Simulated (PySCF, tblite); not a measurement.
**C₅H₇O₂S radical: geometry, infrared bands and EPR parameters**

What infrared bands and EPR parameters should C₅H₇O₂S radical (`[H]/[C]=C\S(=O)(=O)CC=C`) show?

Computed with tblite 0.8.0 and PySCF 2.14.0, with density-fitted response routines of our own, on a single molecule in the gas phase. Atoms are numbered from 0 throughout.

### 1 The starting structure

15 atoms, charge 0, multiplicity 2; geometry from: force field or distance geometry start.

Bonds of the start (Å): C0–C1 1.29, C1–S2 1.75, S2–O3 1.47, S2–O4 1.46, S2–C5 1.78, C5–C6 1.50, C6–C7 1.35, C0–H8 1.07, C1–H9 1.09, C5–H10 1.09, C5–H11 1.10, C6–H12 1.10, C7–H13 1.08, C7–H14 1.08.

### 2 Relaxing the molecule with GFN2-xTB

Job settings and geometry (Å):

```
{"job": {"kind": "relax", "xc": "GFN2-xTB", "basis": "xTB"}, "charge": 0, "multiplicity": 2}
C     -1.865200     1.470700    -0.660300
C     -1.757800     0.310600    -0.107100
S     -0.864500    -1.008000    -0.828600
O     -1.146100    -1.008500    -2.267700
O     -1.107700    -2.206100    -0.038800
C      0.835000    -0.518500    -0.620700
C      1.186700    -0.399000     0.837600
C      1.686700     0.707500     1.419500
H     -1.978100     2.415000    -1.140400
H     -2.249000     0.086100     0.844700
H      0.993600     0.414500    -1.167900
H      1.445800    -1.302400    -1.081200
H      1.029700    -1.291300     1.461800
H      1.868300     1.612700     0.850000
H      1.918200     0.724800     2.477000
```

Command:

```
$ OMP_NUM_THREADS=1 python probes_run.py task.json out
```

This one command runs all jobs of the session in turn.

**Question.** This job is followed by: GFN2-xTB harmonic vibrations, gas phase; UKS B3LYP, pcH-1 on C H O S, non-relativistic, mean-field spin-orbit, GIAO. What will the session give for the following? strongest single infrared mode (GFN2-xTB); zero-point energy (GFN2-xTB); g(iso) (B3LYP); ⟨S²⟩; largest a(iso) (averaged by class); potential on the surface of density 0.002 e/bohr³, 1st and 99th percentile.

**Answer**, as computed:

```
                                                                  quantity                  value
                                 strongest single infrared mode (GFN2-xTB)  1233 cm⁻¹, 417 km/mol
                                              zero-point energy (GFN2-xTB)          65.3 kcal/mol
                                                            g(iso) (B3LYP)                2.00352
                                                                      ⟨S²⟩     0.763 (exact 0.75)
                                        largest a(iso) (averaged by class)   13C on C0, 188.9 MHz
potential on the surface of density 0.002 e/bohr³, 1st and 99th percentile     -1.63 V and 1.51 V
```

What this shows: Over 130 steps the energy fell by 0.572 eV; of the close pairs, C1–S2 changed most, 1.749 to 1.995 Å. No mode is imaginary among the 39: a minimum at this level. The strongest single mode, at 1233 cm⁻¹, has its largest shares on S2, O3 and O4 (the list is cut at 3 atoms). GFN2-xTB is a fitted tight-binding method: band positions and strengths are rough. Its intensities can rank the bands wrongly. C0 carries the largest spin population, 0.86 e. The isotropic g lies 1.2 ppt above the free-electron value. The conformer search (at its own cheap level) found a structure 1.6 kcal/mol lower, so these spectra needn't be the molecule's.
